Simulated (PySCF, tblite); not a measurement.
# C3H2F2NO3S−: dynamics, then NMR shifts on frames, part 2 of 2

tblite 0.8.0 and PySCF 2.14.0. Atoms count from 0. Earlier steps stand in the parts before.

**5. NMR shieldings: 625 fs, PBE0/pcSseg-1**

What the job is given:

```
{"job": {"kind": "nmr", "xc": "PBE0", "basis": "pcSseg-1", "pop": false}, "charge": -1, "multiplicity": 1}
N      0.924700     1.864000     1.650700
C      0.359000     1.183000     0.934800
C     -0.329400     0.306800     0.038000
C     -1.570400    -0.403300     0.519600
F     -2.603600     0.139700    -0.248900
F     -1.854500    -0.303900     1.824900
S      0.977200    -1.105600    -0.231500
O      0.175400    -2.253400    -0.633900
O      1.872400    -1.250600     0.898900
O      1.633200    -0.555400    -1.407600
H     -0.439800     0.807100    -0.930300
H     -1.522000    -1.526600     0.316100
```

Level: GIAO PBE0/pcSseg-1 NMR shielding, non-relativistic, gas phase.

The log of the run:

```text
coarse grid: 12616 points
cycle   1  E = -992.4604175221  dE =  2.387e+00  |g| = 1.539e+00  |ddm| = 3.660e+00
cycle   2  E = -991.2767951883  dE =  1.184e+00  |g| = 2.957e+00  |ddm| = 3.675e+00
cycle   3  E = -992.8568474158  dE = -1.580e+00  |g| = 3.538e-01  |ddm| = 2.791e+00
cycle   4  E = -992.8754825817  dE = -1.864e-02  |g| = 2.078e-01  |ddm| = 3.802e-01
cycle   5  E = -992.8838625942  dE = -8.380e-03  |g| = 5.812e-02  |ddm| = 1.665e-01
cycle   6  E = -992.8845722677  dE = -7.097e-04  |g| = 9.506e-03  |ddm| = 5.000e-02
cycle   7  E = -992.8845888056  dE = -1.654e-05  |g| = 3.264e-03  |ddm| = 8.746e-03
cycle   8  E = -992.8845904172  dE = -1.612e-06  |g| = 1.409e-03  |ddm| = 3.330e-03
final grid: 123944 points
cycle   9  E = -992.9892082235  dE = -3.238e-05  |g| = 1.149e-02  |ddm| = 2.539e-02
cycle  10  E = -992.9891724509  dE =  3.577e-05  |g| = 1.795e-02  |ddm| = 2.405e-02
cycle  11  E = -992.9892325065  dE = -6.006e-05  |g| = 2.038e-03  |ddm| = 1.510e-02
cycle  12  E = -992.9892332322  dE = -7.257e-07  |g| = 7.022e-04  |ddm| = 2.000e-03
cycle  13  E = -992.9892333176  dE = -8.533e-08  |g| = 2.640e-04  |ddm| = 5.839e-04
cycle  14  E = -992.9892333315  dE = -1.391e-08  |g| = 7.107e-05  |ddm| = 2.155e-04
cycle  15  E = -992.9892333323  dE = -8.249e-10  |g| = 2.979e-05  |ddm| = 6.695e-05
converged SCF energy = -992.9892333323

GIAO shielding tensors (ppm)
atom      isotropic    diamagn.    paramagn.     s11        s22        s33       span
  0 N      -32.524     342.762    -375.286   -205.222   -167.089    274.738    479.959
  1 C       66.880     260.789    -193.909    -47.314    -40.567    288.521    335.835
  2 C      124.633     257.101    -132.468     98.450    124.258    151.189     52.739
  3 C       56.105     240.865    -184.760     44.748     52.199     71.369     26.621
  4 F      282.725     473.790    -191.065    157.750    338.434    351.991    194.241
  5 F      316.315     470.929    -154.614    228.809    318.630    401.507    172.698
  6 S      180.261    1049.335    -869.074     47.870    219.570    273.343    225.473
  7 O       80.204     402.042    -321.838     34.794     69.850    135.968    101.174
  8 O       77.369     400.571    -323.202     10.727     81.652    139.730    129.003
  9 O       70.839     402.984    -332.145    -14.947     80.331    147.133    162.079
 10 H       27.859      32.338      -4.479     25.380     27.869     30.326      4.946
 11 H       23.432      27.847      -4.415     20.478     21.251     28.568      8.090
```

Wall time 23 s (1 thread of AMD EPYC 7R43, shared host); peak memory 0.9 GiB.

This run: δ C3 130.8, C1 120.0, C2 62.3, N0 300.3, H11 8.28, H10 3.86 ppm.

**6. NMR shieldings: 800 fs, PBE0/pcSseg-1**

What the job is given:

```
{"job": {"kind": "nmr", "xc": "PBE0", "basis": "pcSseg-1", "pop": false}, "charge": -1, "multiplicity": 1}
N      0.779300     1.816600     1.529600
C      0.332900     1.277300     0.615300
C     -0.375000     0.448800    -0.268600
C     -1.512600    -0.305500     0.320900
F     -2.684800     0.211700    -0.259400
F     -1.806200    -0.149000     1.649900
S      0.934100    -0.923600    -0.683800
O      0.022300    -1.763400    -1.431200
O      1.285000    -1.498000     0.591300
O      2.014200    -0.371100    -1.423200
H     -0.704300     0.891200    -1.200500
H     -1.465100    -1.337700     0.076600
```

Method: GIAO PBE0/pcSseg-1 NMR shielding, non-relativistic, gas phase.

The log of the run:

```text
coarse grid: 12616 points
cycle   1  E = -992.4774875141  dE =  2.500e+00  |g| = 1.519e+00  |ddm| = 3.693e+00
cycle   2  E = -991.4375142086  dE =  1.040e+00  |g| = 2.824e+00  |ddm| = 3.437e+00
cycle   3  E = -992.8509871881  dE = -1.413e+00  |g| = 3.900e-01  |ddm| = 2.570e+00
cycle   4  E = -992.8765072097  dE = -2.552e-02  |g| = 1.945e-01  |ddm| = 3.849e-01
cycle   5  E = -992.8839204701  dE = -7.413e-03  |g| = 5.091e-02  |ddm| = 1.581e-01
cycle   6  E = -992.8844780623  dE = -5.576e-04  |g| = 7.674e-03  |ddm| = 4.494e-02
cycle   7  E = -992.8844895023  dE = -1.144e-05  |g| = 2.620e-03  |ddm| = 8.235e-03
cycle   8  E = -992.8844906329  dE = -1.131e-06  |g| = 1.160e-03  |ddm| = 3.006e-03
final grid: 123944 points
cycle   9  E = -992.9890880050  dE = -3.678e-05  |g| = 1.121e-02  |ddm| = 2.746e-02
cycle  10  E = -992.9890571641  dE =  3.084e-05  |g| = 1.706e-02  |ddm| = 2.349e-02
cycle  11  E = -992.9891114482  dE = -5.428e-05  |g| = 1.854e-03  |ddm| = 1.432e-02
cycle  12  E = -992.9891119990  dE = -5.508e-07  |g| = 7.766e-04  |ddm| = 1.933e-03
cycle  13  E = -992.9891121096  dE = -1.106e-07  |g| = 2.721e-04  |ddm| = 6.270e-04
cycle  14  E = -992.9891121246  dE = -1.494e-08  |g| = 6.672e-05  |ddm| = 2.248e-04
cycle  15  E = -992.9891121253  dE = -6.964e-10  |g| = 3.026e-05  |ddm| = 6.793e-05
converged SCF energy = -992.9891121253

GIAO shielding tensors (ppm)
atom      isotropic    diamagn.    paramagn.     s11        s22        s33       span
  0 N      -41.677     342.372    -384.049   -229.526   -166.911    271.406    500.932
  1 C       63.907     260.523    -196.616    -50.674    -45.169    287.562    338.236
  2 C      130.135     258.963    -128.828    114.756    127.156    148.492     33.736
  3 C       57.048     238.881    -181.833     46.274     53.662     71.208     24.934
  4 F      271.874     473.785    -201.911    120.981    340.556    354.084    233.103
  5 F      306.085     472.088    -166.004    188.163    335.077    395.015    206.852
  6 S      188.606    1050.576    -861.970     70.112    208.175    287.530    217.418
  7 O       95.013     403.918    -308.905     25.986    103.875    155.176    129.190
  8 O       85.154     403.316    -318.162     20.445     97.510    137.509    117.064
  9 O      109.686     400.764    -291.078     42.611    125.681    160.766    118.156
 10 H       28.706      32.362      -3.656     26.516     28.289     31.313      4.797
 11 H       24.877      29.539      -4.662     21.841     23.770     29.019      7.177
```

Run time: 23 s. Hardware: 1 thread of AMD EPYC 7R43, shared host; peak memory 0.89 GiB.

This run: δ C3 129.9, C1 123.0, C2 56.8, N0 309.4, H11 6.84, H10 3.01 ppm.

**7. Nuclear shieldings: 1000 fs, PBE0/pcSseg-1**

What the job is given:

```
{"job": {"kind": "nmr", "xc": "PBE0", "basis": "pcSseg-1", "pop": false}, "charge": -1, "multiplicity": 1}
N      0.686700     1.730900     1.778100
C      0.263700     1.038400     0.948900
C     -0.257300     0.210800    -0.092500
C     -1.484700    -0.522800     0.397400
F     -2.619100     0.205300     0.031400
F     -1.618500    -0.627100     1.731400
S      0.954100    -1.196300    -0.492100
O      0.506900    -1.571000    -1.806200
O      0.854000    -2.152400     0.526800
O      2.204800    -0.464200    -0.526200
H     -0.329400     0.788900    -1.054200
H     -1.406600    -1.540700     0.018300
```

Method: GIAO PBE0/pcSseg-1 NMR shielding, non-relativistic, gas phase.

The log of the run:

```text
coarse grid: 12616 points
cycle   1  E = -992.4819805849  dE =  2.510e+00  |g| = 1.516e+00  |ddm| = 3.701e+00
cycle   2  E = -991.4978031057  dE =  9.842e-01  |g| = 2.771e+00  |ddm| = 3.513e+00
cycle   3  E = -992.8517812823  dE = -1.354e+00  |g| = 3.953e-01  |ddm| = 2.617e+00
cycle   4  E = -992.8784347760  dE = -2.665e-02  |g| = 1.898e-01  |ddm| = 3.852e-01
cycle   5  E = -992.8854231405  dE = -6.988e-03  |g| = 5.193e-02  |ddm| = 1.537e-01
cycle   6  E = -992.8859802452  dE = -5.571e-04  |g| = 1.148e-02  |ddm| = 4.547e-02
cycle   7  E = -992.8860014026  dE = -2.116e-05  |g| = 4.498e-03  |ddm| = 1.083e-02
cycle   8  E = -992.8860048549  dE = -3.452e-06  |g| = 1.120e-03  |ddm| = 4.047e-03
final grid: 123944 points
cycle   9  E = -992.9910046016  dE = -3.506e-05  |g| = 1.105e-02  |ddm| = 2.788e-02
cycle  10  E = -992.9909787279  dE =  2.587e-05  |g| = 1.619e-02  |ddm| = 2.319e-02
cycle  11  E = -992.9910273608  dE = -4.863e-05  |g| = 1.795e-03  |ddm| = 1.378e-02
cycle  12  E = -992.9910278852  dE = -5.244e-07  |g| = 7.055e-04  |ddm| = 1.834e-03
cycle  13  E = -992.9910279741  dE = -8.889e-08  |g| = 2.779e-04  |ddm| = 5.919e-04
cycle  14  E = -992.9910279902  dE = -1.604e-08  |g| = 4.118e-05  |ddm| = 2.152e-04
cycle  15  E = -992.9910279904  dE = -2.590e-10  |g| = 2.145e-05  |ddm| = 4.252e-05
converged SCF energy = -992.9910279904

GIAO shielding tensors (ppm)
atom      isotropic    diamagn.    paramagn.     s11        s22        s33       span
  0 N      -38.483     342.543    -381.026   -207.710   -186.191    278.451    486.161
  1 C       61.406     260.680    -199.273    -56.131    -48.918    289.268    345.399
  2 C      126.528     257.913    -131.385    113.720    115.972    149.892     36.172
  3 C       61.081     240.943    -179.862     45.330     52.159     85.753     40.423
  4 F      286.622     473.602    -186.980    159.717    347.215    352.932    193.215
  5 F      311.443     472.053    -160.610    208.274    330.753    395.302    187.028
  6 S      201.831    1050.874    -849.044     76.717    257.994    270.781    194.064
  7 O       90.888     402.697    -311.809      3.267    108.137    161.259    157.992
  8 O      121.571     402.040    -280.469     64.376    132.667    167.669    103.292
  9 O       99.018     402.592    -303.574     51.807     94.116    151.129     99.322
 10 H       27.192      31.759      -4.568     25.068     26.968     29.538      4.470
 11 H       25.147      28.844      -3.697     22.664     25.225     27.551      4.887
```

It took 23 s on 1 thread of AMD EPYC 7R43, shared host; peak memory 0.89 GiB.

In short: δ C3 125.8, C1 125.5, C2 60.4, N0 306.2, H11 6.57, H10 4.53 ppm.

**8. Comparing the runs: NMR shifts**

Shifts (ppm) of some atoms, chosen among heavy atoms and hydrogens apart, with basis size and wall time:

```csv
frame,H11,H10,N0,F4,S6,O8,O9,functions,time
250 fs,8.55,3.24,291.2,-150.9,310,249.5,223.4,187,26 s
425 fs,7.51,3.51,290.8,-126.5,338,258.1,302.9,187,23 s
625 fs,8.28,3.86,300.3,-111.8,323,258.7,265.2,187,23 s
800 fs,6.84,3.01,309.4,-100.9,315,250.9,226.4,187,23 s
1000 fs,6.57,4.53,306.2,-115.7,302,214.5,237.1,187,23 s
```

**9. Summary of results**

What follows sums up all 2 parts.

| quantity | value |
| --- | --- |
| thermostat | 300 K |
| mean temperature, second half | 302 K |
| mean potential energy above the minimum | 0.40 eV |
| 13C shifts against TMS (PBE0/pcSseg-1, 250 fs) | 125.7, 120.3, 61.5 ppm |
| 1H shifts against TMS (PBE0/pcSseg-1, 250 fs) | 8.55, 3.24 ppm |
| 15N shifts against NH3 (PBE0/pcSseg-1, 250 fs) | 291.2 ppm |
| 19F shifts against CFCl3 (PBE0/pcSseg-1, 250 fs) | -134.6, -150.9 ppm |
| 33S shifts against CS2 (PBE0/pcSseg-1, 250 fs) | 310 ppm |
| 17O shifts against H2O (PBE0/pcSseg-1, 250 fs) | 249.5, 249.0, 223.4 ppm |
| range of the shift of O9 | 223.4 to 302.9 ppm |

**Reading.** In the second half the potential energy averages 0.40 eV above the minimum; equipartition over 30 harmonic modes at 300 K would give 0.39 eV. With 12 atoms the temperature swings widely (122 to 391 K). Shifts at one fixed geometry are not the observed spectrum, which averages over the motion. In the first frame run (250 fs): The widest tensor belongs to N0: span 486 ppm, with a paramagnetic part of -366 ppm. Across the 5 runs the shift of O9 moves most, between 223.4 (250 fs) and 302.9 ppm (425 fs).
